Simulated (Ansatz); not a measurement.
# CH5O2SbSi: the cost of one run

Method: RKS PBE0/def2-SVP, in Ansatz 0.2.0.

## (1) Starting point

Bond lengths: O1–Sb2 1.982 Å, Sb2–C3 2.132 Å, C3–Si4 1.862 Å, Sb2–O5 2.054 Å, Si4–O5 1.765 Å, O1–H6 0.978 Å, C3–H7 1.163 Å, C3–H8 1.079 Å, Si4–H9 1.454 Å, Si4–H10 1.411 Å. Angles (14 of 17 angles, heavy atoms first): O1–Sb2–C3 90.6°, O1–Sb2–O5 89.7°, C3–Sb2–O5 77.7°, Sb2–C3–Si4 91.9°, C3–Si4–O5 92.8°, Sb2–O5–Si4 97.5°, Sb2–O1–H6 107.3°, Sb2–C3–H7 112.3°, Sb2–C3–H8 117.2°, Si4–C3–H7 107.1°, Si4–C3–H8 114.8°, C3–Si4–H9 109.2°, C3–Si4–H10 115.8°, O5–Si4–H9 106.0°.

Structure file:

```xyz
10

O    -2.2663    0.3634    0.1540
Sb   -0.7479    0.6208    1.4020
C     0.5724    0.9608   -0.2369
Si    1.0287   -0.8423   -0.3240
O    -0.0865   -1.2763    0.9735
H    -2.9204   -0.2072    0.6047
H     1.5294    1.5403    0.0810
H     0.1428    1.3623   -1.1412
H     0.4729   -1.4169   -1.5384
H     2.3580   -1.1560    0.0283
```

## (2) Relaxing end A

input.yaml reads:

```yaml
crystal:
  periodic: [false, false, false]
  atoms:
    - { symbol: O, position_ang: [-2.2663, 0.3634, 0.154] }
    - { symbol: Sb, position_ang: [-0.7479, 0.6208, 1.402] }
    - { symbol: C, position_ang: [0.5724, 0.9608, -0.2369] }
    - { symbol: Si, position_ang: [1.0287, -0.8423, -0.324] }
    - { symbol: O, position_ang: [-0.0865, -1.2763, 0.9735] }
    - { symbol: H, position_ang: [-2.9204, -0.2072, 0.6047] }
    - { symbol: H, position_ang: [1.5294, 1.5403, 0.081] }
    - { symbol: H, position_ang: [0.1428, 1.3623, -1.1412] }
    - { symbol: H, position_ang: [0.4729, -1.4169, -1.5384] }
    - { symbol: H, position_ang: [2.358, -1.156, 0.0283] }
basis:
  gaussian: { orbitals: def2-SVP }
hamiltonian:
  xc: pbe0
relax:
  f_tol: 0.02
  max_steps: 50
```

Run with:

```
$ ansatz run input.yaml --threads 2 --pin off --max-ram 3072MiB --backend cpu --events-out ev --progress --plain --runs-dir out
```

**Question.** How long does this run take on 2 threads of Intel Xeon Platinum 8488C (Sapphire Rapids), shared host, and how much memory does it need?

About 26 s, with a peak of 0.3 GiB.
